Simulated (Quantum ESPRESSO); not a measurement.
# MnAu2 (I4/mmm) in Quantum ESPRESSO: band structure with PBEsol

Aim: the band structure of MnAu2 with PBEsol.

Everything below comes from runs of Quantum ESPRESSO 7.5. Logs are shortened: lines on timing, memory, paths and dates and some standing lists are left out, and cuts for length are marked.

## (1) The crystal as given

It takes space group I4/mmm (No. 139, tetragonal). The conventional cell has a = 3.363 Å, b = 3.363 Å, c = 8.592 Å, α = 90.00°, β = 90.00°, γ = 90.00°. Around Au (site symmetry 4mm) lie 5 Au at 2.58 to 2.93 Å and 4 Mn at 2.70 Å. Mn (site symmetry 4/mmm) is surrounded by 10 Au at 2.70 to 3.01 Å.

## (2) Band structure, PBEsol, collinear spin, ferromagnetic start

pw.in

```
&CONTROL
  calculation = 'scf'
  prefix = 'pwscf'
  outdir = './tmp'
  pseudo_dir = './pseudo'
  tprnfor = .true.
  tstress = .true.
  disk_io = 'low'
/
&SYSTEM
  ibrav = 0
  celldm(1) = 8
  nat = 3
  ntyp = 2
  ecutwfc = 45
  ecutrho = 360
  nbnd = 30
  occupations = 'smearing'
  smearing = 'fd'
  degauss = 0.00367493
  nspin = 2
  starting_magnetization(1) = 0
  starting_magnetization(2) = 0.2667
/
&ELECTRONS
  conv_thr = 6d-10
  electron_maxstep = 120
  mixing_beta = 0.3
/
ATOMIC_SPECIES
Au   196.9666 au_pbesol_v1.uspp.F.UPF
Mn    54.9380 mn_pbesol_v1.5.uspp.F.UPF
CELL_PARAMETERS alat
 -0.3971968098198   0.3971968098198   1.0147829289240
  0.3971968098198  -0.3971968098198   1.0147829289240
  0.3971968098198   0.3971968098198  -1.0147829289240
ATOMIC_POSITIONS crystal
Au     0.6500000000    0.6500000000    0.0000000000
Au     0.3500000000    0.3500000000    0.0000000000
Mn     0.0000000000    0.0000000000    0.0000000000
K_POINTS automatic
11 11 11 0 0 0
```

bands.in

```
&CONTROL
  calculation = 'bands'
  prefix = 'pwscf'
  outdir = './tmp'
  pseudo_dir = './pseudo'
  disk_io = 'low'
  verbosity = 'high'
/
&SYSTEM
  ibrav = 0
  celldm(1) = 8
  nat = 3
  ntyp = 2
  ecutwfc = 45
  ecutrho = 360
  nbnd = 30
  occupations = 'smearing'
  smearing = 'fd'
  degauss = 0.00367493
  nspin = 2
  starting_magnetization(1) = 0
  starting_magnetization(2) = 0.2667
/
&ELECTRONS
  conv_thr = 1d-08
  electron_maxstep = 120
  mixing_beta = 0.3
  diago_full_acc = .true.
  startingwfc = 'random'
/
ATOMIC_SPECIES
Au   196.9666 au_pbesol_v1.uspp.F.UPF
Mn    54.9380 mn_pbesol_v1.5.uspp.F.UPF
CELL_PARAMETERS alat
 -0.3971968098198   0.3971968098198   1.0147829289240
  0.3971968098198  -0.3971968098198   1.0147829289240
  0.3971968098198   0.3971968098198  -1.0147829289240
ATOMIC_POSITIONS crystal
Au     0.6500000000    0.6500000000    0.0000000000
Au     0.3500000000    0.3500000000    0.0000000000
Mn     0.0000000000    0.0000000000    0.0000000000
K_POINTS crystal
60
 0.0000000000  0.0000000000  0.0000000000 1
-0.0555555556  0.0555555556  0.0000000000 1
-0.1111111111  0.1111111111  0.0000000000 1
-0.1666666667  0.1666666667  0.0000000000 1
-0.2222222222  0.2222222222  0.0000000000 1
-0.2777777778  0.2777777778  0.0000000000 1
-0.3333333333  0.3333333333  0.0000000000 1
-0.3888888889  0.3888888889  0.0000000000 1
-0.4444444444  0.4444444444  0.0000000000 1
-0.5000000000  0.5000000000  0.0000000000 1
-0.5000000000  0.5000000000 -0.0766011346 1
-0.4576601135  0.4576601135 -0.1189410211 1
-0.4153202269  0.4153202269 -0.1612809077 1
-0.3729803404  0.3729803404 -0.2036207942 1
-0.3306404538  0.3306404538 -0.2459606807 1
-0.2883005673  0.2883005673 -0.2883005673 1
-0.2471147720  0.2471147720 -0.2471147720 1
-0.2059289766  0.2059289766 -0.2059289766 1
-0.1647431813  0.1647431813 -0.1647431813 1
-0.1235573860  0.1235573860 -0.1235573860 1
-0.0823715907  0.0823715907 -0.0823715907 1
-0.0411857953  0.0411857953 -0.0411857953 1
 0.0000000000  0.0000000000  0.0000000000 1
 0.1000000000  0.1000000000 -0.1000000000 1
 0.2000000000  0.2000000000 -0.2000000000 1
 0.3000000000  0.3000000000 -0.3000000000 1
 0.4000000000  0.4000000000 -0.4000000000 1
 0.5000000000  0.5000000000 -0.5000000000 1
 0.4576601135  0.5423398865 -0.5423398865 1
 0.4153202269  0.5846797731 -0.5846797731 1
 0.3729803404  0.6270196596 -0.6270196596 1
 0.3306404538  0.6693595462 -0.6693595462 1
 0.2883005673  0.7116994327 -0.7116994327 1
 0.1441502836  0.6058497164 -0.6058497164 1
 0.0000000000  0.5000000000 -0.5000000000 1
-0.0312500000  0.5312500000 -0.4687500000 1
-0.0625000000  0.5625000000 -0.4375000000 1
-0.0937500000  0.5937500000 -0.4062500000 1
-0.1250000000  0.6250000000 -0.3750000000 1
-0.1562500000  0.6562500000 -0.3437500000 1
-0.1875000000  0.6875000000 -0.3125000000 1
-0.2187500000  0.7187500000 -0.2812500000 1
-0.2500000000  0.7500000000 -0.2500000000 1
-0.1411329551  0.8077996218 -0.3333333333 1
-0.0322659103  0.8655992436 -0.4166666667 1
 0.0766011346  0.9233988654 -0.5000000000 1
 0.1189410211  0.8810589789 -0.5000000000 1
 0.1612809077  0.8387190923 -0.5000000000 1
 0.2036207942  0.7963792058 -0.5000000000 1
 0.2459606807  0.7540393193 -0.5000000000 1
 0.2883005673  0.7116994327 -0.5000000000 1
 0.3306404538  0.6693595462 -0.5000000000 1
 0.3729803404  0.6270196596 -0.5000000000 1
 0.4153202269  0.5846797731 -0.5000000000 1
 0.4576601135  0.5423398865 -0.5000000000 1
 0.5000000000  0.5000000000 -0.5000000000 1
-0.5000000000  0.5000000000  0.0000000000 1
-0.4166666667  0.5833333333 -0.0833333333 1
-0.3333333333  0.6666666667 -0.1666666667 1
-0.2500000000  0.7500000000 -0.2500000000 1
```

Potentials or basis: GBRV 1.5 PBEsol.

On the command line:

```sh
> OMP_NUM_THREADS=1 mpirun -n 2 pw.x -nk 2 -in pw.in > pw.out
> OMP_NUM_THREADS=1 mpirun -n 2 pw.x -nk 2 -in bands.in > bands.out
```

pw.out:

```text
This program is part of the open-source Quantum ESPRESSO suite
     for quantum simulation of materials; please cite
         "P. Giannozzi et al., J. Phys.:Condens. Matter 21 395502 (2009);
         "P. Giannozzi et al., J. Phys.:Condens. Matter 29 465901 (2017);
         "P. Giannozzi et al., J. Chem. Phys. 152 154105 (2020);
     in publications or presentations arising from this work. More details at

     Message from routine setup:
     using ibrav=0 with symmetry is DISCOURAGED, use correct ibrav instead

     K-points division:     npool     =       2
     Subspace diagonalization in iterative solution of the eigenvalue problem:
     a serial algorithm will be used

     G-vector sticks info
     --------------------
     sticks:   dense  smooth     PW     G-vecs:    dense   smooth      PW
     Sum        2083    1041    345                37689    13375    2515

     Using Slab Decomposition

     bravais-lattice index     =            0
     lattice parameter (alat)  =       8.0000  a.u.
     unit-cell volume          =     327.8798 (a.u.)^3
     number of atoms/cell      =            3
     number of atomic types    =            2
     number of electrons       =        37.00
     number of Kohn-Sham states=           30
     kinetic-energy cutoff     =      45.0000  Ry
     charge density cutoff     =     360.0000  Ry
     scf convergence threshold =      6.0E-10
     mixing beta               =       0.3000
     number of iterations used =            8  plain     mixing
     Exchange-correlation= SLA  PW   PSX  PSC
                           (   1   4  10   8   0   0   0)

     celldm(1)=   8.000000  celldm(2)=   0.000000  celldm(3)=   0.000000
     celldm(4)=   0.000000  celldm(5)=   0.000000  celldm(6)=   0.000000

     crystal axes: (cart. coord. in units of alat)
               a(1) = (  -0.397197   0.397197   1.014783 )
               a(2) = (   0.397197  -0.397197   1.014783 )
               a(3) = (   0.397197   0.397197  -1.014783 )

     reciprocal axes: (cart. coord. in units 2 pi/alat)
               b(1) = (  0.000000  1.258822  0.492716 )
               b(2) = (  1.258822  0.000000  0.492716 )
               b(3) = (  1.258822  1.258822  0.000000 )

     PseudoPot. # 1 for Au read from file:
     au_pbesol_v1.uspp.F.UPF
     Pseudo is Ultrasoft + core correction, Zval = 11.0
     Generated by new atomic code, or converted to UPF format
     Using radial grid of  985 points,  7 beta functions with:
                l(1) =   0
                l(2) =   0
                l(3) =   1
                l(4) =   1
                l(5) =   2
                l(6) =   2
                l(7) =   3
     Q(r) pseudized with  6 coefficients,  rinner =    1.900   1.900   1.900
                                                       1.900   1.900   1.900
                                                       1.900

     PseudoPot. # 2 for Mn read from file:
     mn_pbesol_v1.5.uspp.F.UPF
     Pseudo is Ultrasoft + core correction, Zval = 15.0
     Generated by new atomic code, or converted to UPF format
     Using radial grid of  859 points,  6 beta functions with:
                l(1) =   0
                l(2) =   0
                l(3) =   1
                l(4) =   1
                l(5) =   2
                l(6) =   2
     Q(r) pseudized with  8 coefficients,  rinner =    0.950   0.950   0.950
                                                       0.950   0.950

     atomic species   valence    mass     pseudopotential
     Au               11.00   196.96660     Au( 1.00)
     Mn               15.00    54.93800     Mn( 1.00)

     Starting magnetic structure
     atomic species   magnetization
     Au              0.000
     Mn              0.267

     16 Sym. Ops., with inversion, found

   Cartesian axes

     site n.     atom                  positions (alat units)
         1        Au     tau(   1) = (   0.0000000   0.0000000   1.3192178  )
         2        Au     tau(   2) = (  -0.0000000  -0.0000000   0.7103481  )
         3        Mn     tau(   3) = (   0.0000000   0.0000000   0.0000000  )

     number of k points=   126  Fermi-Dirac smearing, width (Ry)=  0.0037

     Number of k-points >= 100: set verbosity='high' to print them.

     Dense  grid:    37689 G-vectors     FFT dimensions: (  60,  60,  60)

     Smooth grid:    13375 G-vectors     FFT dimensions: (  40,  40,  40)

     Check: negative core charge=   -0.000005
     Generating pointlists ...
     new r_m :   0.2512 (alat units)  2.0093 (a.u.) for type    1
     new r_m :   0.2636 (alat units)  2.1084 (a.u.) for type    2

     Initial potential from superposition of free atoms

     starting charge      36.4997, renormalised to      37.0000
     Starting wfcs are   31 randomized atomic wfcs

     Self-consistent Calculation

     iteration #  1     ecut=    45.00 Ry     beta= 0.30
     Davidson diagonalization with overlap
     ethr =  1.00E-02,  avg # of iterations =  4.8

     total energy              =    -440.40927459 Ry
     estimated scf accuracy    <       0.86389053 Ry

     total magnetization       =     3.78 Bohr mag/cell
     absolute magnetization    =     3.91 Bohr mag/cell

     iteration #  2     ecut=    45.00 Ry     beta= 0.30
     Davidson diagonalization with overlap
     ethr =  2.33E-03,  avg # of iterations =  2.0

     total energy              =    -440.51419242 Ry
     estimated scf accuracy    <       0.31069790 Ry

     total magnetization       =     3.89 Bohr mag/cell
     absolute magnetization    =     4.01 Bohr mag/cell

     iteration #  3     ecut=    45.00 Ry     beta= 0.30
     Davidson diagonalization with overlap
     ethr =  8.40E-04,  avg # of iterations =  1.8

     total energy              =    -440.57191329 Ry
     estimated scf accuracy    <       0.06210938 Ry

     total magnetization       =     3.93 Bohr mag/cell
     absolute magnetization    =     4.10 Bohr mag/cell
[... 94 lines left out ...]
     total magnetization       =     4.02 Bohr mag/cell
     absolute magnetization    =     4.25 Bohr mag/cell

     iteration # 12     ecut=    45.00 Ry     beta= 0.30
     Davidson diagonalization with overlap
     ethr =  3.88E-11,  avg # of iterations =  3.8

     negative rho (up, down):  0.000E+00 6.994E-05

     total energy              =    -440.58220138 Ry
     estimated scf accuracy    <          7.2E-10 Ry

     total magnetization       =     4.02 Bohr mag/cell
     absolute magnetization    =     4.25 Bohr mag/cell

     iteration # 13     ecut=    45.00 Ry     beta= 0.30
     Davidson diagonalization with overlap
     ethr =  1.95E-12,  avg # of iterations =  3.5

     negative rho (up, down):  0.000E+00 6.991E-05

     Magnetic moment per site  (integrated on atomic sphere of radius R)
     atom   1 (R=0.251)  charge=  8.5248  magn=  0.0776
     atom   2 (R=0.251)  charge=  8.5248  magn=  0.0776
     atom   3 (R=0.264)  charge= 13.5334  magn=  3.8098

     End of self-consistent calculation

     Number of k-points >= 100: set verbosity='high' to print the bands.

     the Fermi energy is    15.4453 ev

!    total energy              =    -440.58220138 Ry
     estimated scf accuracy    <          1.3E-10 Ry
     smearing contrib. (-TS)   =      -0.00065509 Ry
     internal energy E=F+TS    =    -440.58154630 Ry

     The total energy is F=E-TS. E is the sum of the following terms:
     one-electron contribution =     -95.51755808 Ry
     hartree contribution      =      81.81132253 Ry
     xc contribution           =    -150.36565658 Ry
     ewald contribution        =    -276.50965417 Ry

     total magnetization       =     4.02 Bohr mag/cell
     absolute magnetization    =     4.25 Bohr mag/cell

     convergence has been achieved in  13 iterations

     negative rho (up, down):  0.000E+00 6.991E-05

     Forces acting on atoms (cartesian axes, Ry/au):

     atom    1 type  1   force =     0.00000000    0.00000000    0.07756939
     atom    2 type  1   force =    -0.00000000   -0.00000000   -0.07756939
     atom    3 type  2   force =     0.00000000    0.00000000    0.00000000

     Total force =     0.109700     Total SCF correction =     0.000041

     Computing stress (Cartesian axis) and pressure

     negative rho (up, down):  0.000E+00 6.991E-05
          total   stress  (Ry/bohr**3)                   (kbar)     P=        9.84
  -0.00014384  -0.00000000  -0.00000000          -21.16       -0.00       -0.00
  -0.00000000  -0.00014384  -0.00000000           -0.00      -21.16       -0.00
  -0.00000000  -0.00000000   0.00048838           -0.00       -0.00       71.84

=------------------------------------------------------------------------------=
   JOB DONE.
=------------------------------------------------------------------------------=
```

It took 5.3 min on 2 MPI ranks of Arm Neoverse V1, shared host; peak memory 0.58 GiB.

Results:

| Property | Result |
| --- | --- |
| Free energy | -5994.4262 eV |
| Pressure | 1.0 GPa |
| Largest force | 1.994 eV/Å |
| Band gap on the k mesh | none (metal or under the smearing width) |
| Net moment | 4.02 μB per cell |
| Absolute moment | 4.25 μB per cell |
| Site moments | Au +0.08; Mn +3.81 μB |
| Valence electrons inside the program's atomic spheres | Au 8.52; Mn 13.53 |

Forces in eV/Å, atoms in the order of the input:
```
Au   0.000  0.000  1.994
Au   0.000  0.000 -1.994
Mn   0.000  0.000  0.000
```

Levels at the corners of the path, in eV from the Fermi level:
Spin up:
| point | band 18 | band 19 | band 20 | band 21 | band 22 | band 23 |
| --- | --- | --- | --- | --- | --- | --- |
| Γ | -2.51 | -1.95 | -1.50 | 2.11 | 3.15 | 9.06 |
| X | -1.98 | -1.47 | -1.46 | 1.99 | 2.62 | 3.54 |
| Y | -2.11 | -1.46 | -0.73 | 1.40 | 1.62 | 3.13 |
| S | -2.11 | -1.73 | -1.40 | -1.39 | -1.37 | 7.33 |
| Γ | -2.51 | -1.95 | -1.50 | 2.11 | 3.15 | 9.06 |
| Z | -1.79 | -1.63 | -1.63 | -1.15 | 4.79 | 4.79 |
| S1 | -2.11 | -1.73 | -1.40 | -1.39 | -1.37 | 7.33 |
| N | -1.65 | -1.57 | -1.24 | -1.20 | -0.26 | 4.37 |
| P | -1.99 | -1.98 | 0.94 | 0.94 | 1.96 | 2.91 |
| Y1 | -2.11 | -1.46 | -0.73 | 1.40 | 1.62 | 3.13 |
| Z | -1.79 | -1.63 | -1.63 | -1.15 | 4.79 | 4.79 |
| X | -1.98 | -1.47 | -1.46 | 1.99 | 2.62 | 3.54 |
| P | -1.99 | -1.98 | 0.94 | 0.94 | 1.96 | 2.91 |
Spin down:
| point | band 13 | band 14 | band 15 | band 16 | band 17 | band 18 | band 19 | band 20 | band 21 | band 22 |
| --- | --- | --- | --- | --- | --- | --- | --- | --- | --- | --- |
| Γ | -4.20 | -4.20 | -3.17 | -1.04 | 0.81 | 0.81 | 1.08 | 1.70 | 3.31 | 3.91 |
| X | -3.12 | -2.76 | -2.30 | -1.25 | -0.87 | 1.02 | 1.17 | 2.03 | 2.64 | 3.91 |
| Y | -2.98 | -2.87 | -2.43 | -1.29 | -0.75 | 1.07 | 1.19 | 2.09 | 2.80 | 2.96 |
| S | -2.98 | -2.74 | -2.70 | -2.38 | -1.91 | 1.11 | 1.19 | 1.40 | 1.89 | 2.01 |
| Γ | -4.20 | -4.20 | -3.17 | -1.04 | 0.81 | 0.81 | 1.08 | 1.70 | 3.31 | 3.91 |
| Z | -3.77 | -3.00 | -3.00 | -2.23 | 0.90 | 1.41 | 1.41 | 1.58 | 1.84 | 5.11 |
| S1 | -2.98 | -2.74 | -2.70 | -2.38 | -1.91 | 1.11 | 1.19 | 1.40 | 1.89 | 2.01 |
| N | -3.67 | -2.86 | -2.73 | -2.25 | -0.02 | 0.67 | 1.34 | 1.43 | 1.97 | 2.11 |
| P | -3.12 | -2.82 | -2.28 | -1.02 | -1.02 | 0.96 | 2.03 | 2.11 | 2.11 | 3.50 |
| Y1 | -2.98 | -2.87 | -2.43 | -1.29 | -0.75 | 1.07 | 1.19 | 2.09 | 2.80 | 2.96 |
| Z | -3.77 | -3.00 | -3.00 | -2.23 | 0.90 | 1.41 | 1.41 | 1.58 | 1.84 | 5.11 |
| X | -3.12 | -2.76 | -2.30 | -1.25 | -0.87 | 1.02 | 1.17 | 2.03 | 2.64 | 3.91 |
| P | -3.12 | -2.82 | -2.28 | -1.02 | -1.02 | 0.96 | 2.03 | 2.11 | 2.11 | 3.50 |

Caveat: spin-orbit coupling is left out, which moves the levels of the heavy elements; forces of over 1 eV/Å show positions far from the minimum, so gaps and moduli don't describe the material at rest.

## (3) For comparison

An earlier run on the cell as given: functional PBEsol; potentials or basis GBRV 1.5 PBEsol; cutoff 612 eV; density cutoff 4898 eV; k mesh 11 × 11 × 11; occupations fermi-dirac, width 0.05 eV; collinear spin, ferromagnetic start; starting moments [0.0, 0.0, 4.0] μB.

* Pressure: 1.0 GPa
* Largest force: 1.994 eV/Å
* Band gap on the k mesh: none (metal or under the smearing width)
* Net moment: 4.02 μB per cell
* Absolute moment: 4.25 μB per cell
* Site moments: Au +0.08; Mn +3.81 μB
* Valence electrons inside the program's atomic spheres: Au 8.52; Mn 13.53
